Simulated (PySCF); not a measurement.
**CuN−: bond curves at several levels of theory**

The task here is to estimate one member of a computed series from the others.

Method: Cu def2-TZVPPD, N def2-TZVPPD, no relativity; program: PySCF 2.14.0.

4 further runs of the same task are left out: 4 set aside as unsound or not needed.

The first run:

The job is set up so:

| Property | Result |
| --- | --- |
| atoms | Cu, N |
| charge | -1 |
| basis | Cu def2-TZVPPD, N def2-TZVPPD |
| Hamiltonian | no relativity |
| basis functions | 104 |
| electrons treated | 37 |
| masses in u | 62.9296, 14.0031 |
| levels | PBE0, PBE, r²SCAN, B2PLYP, revPBE, r²SCANh, PW91, M06-L, CAM-B3LYP, MP2, SCS-MP2, CCSD, CCSD(T) |
| grid | 80 radial by 434 angular points |
| occupations | held fixed by the projection of orbital angular momentum |
| dissociation limit | Cu− + N, each in its ground configuration |
| starting distance in angstrom | 1.890 |
| values of 2S to try | 1, 3, 5 |

Run with:

```sh
$ OMP_NUM_THREADS=2 python dia.py task.json out
```

Steps of the session up to this table: Input; First curve: PBE0; PBE (GGA); r²SCAN (meta-GGA); B2PLYP (double hybrid); revPBE (GGA); r²SCANh (hybrid meta-GGA); PW91; M06-L (meta-GGA); CAM-B3LYP (range-separated hybrid); Correlated methods on the Hartree–Fock reference.

One of the session's tables, all rows but one given; the rest of the session is left out.

It belongs to the step «The curves together». Energy (eV) from each level's lowest point:

| R (Å) | UHF-MP2 | UHF-SCS-MP2 | UHF-CCSD | UHF-CCSD(T) | PBE |
| --- | --- | --- | --- | --- | --- |
| 1.592 | 0.461 | 0.625 | n/a | n/a | 0.481 |
| 1.666 | 0.168 | 0.271 | 0.340 | 0.249 | 0.174 |
| 1.740 | 0.033 | 0.085 | 0.130 | 0.075 | 0.032 |
| 1.796 | ? | ? | ? | ? | ? |
| 1.851 | 0.008 | 0.000 | 0.006 | 0.000 | 0.012 |
| 1.907 | 0.044 | 0.013 | 0.000 | 0.014 | 0.055 |
| 1.981 | 0.124 | 0.065 | 0.028 | 0.065 | 0.143 |
| 2.073 | 0.253 | 0.168 | 0.102 | 0.161 | 0.280 |
| 2.184 | 0.429 | 0.322 | 0.220 | 0.298 | 0.459 |
| 2.332 | 0.681 | 0.561 | n/a | n/a | 0.688 |

Q: Estimate the row for R (Å) = 1.796 from the others.

Worked estimate for «UHF-MP2». A straight line through the neighbours (1.740, 0.033) and (1.851, 0.008) gives 0.033 + (0.008 − 0.033) × (1.796 − 1.740) / (1.851 − 1.740) = 0.020; a parabola fitted to 4 rows on both sides gives -0.003.

As computed: UHF-MP2: 0.000; UHF-SCS-MP2: 0.020; UHF-CCSD: 0.046; UHF-CCSD(T): 0.016; PBE: 0.000. In «UHF-MP2» the line misses by +0.020 and the parabola by -0.003.
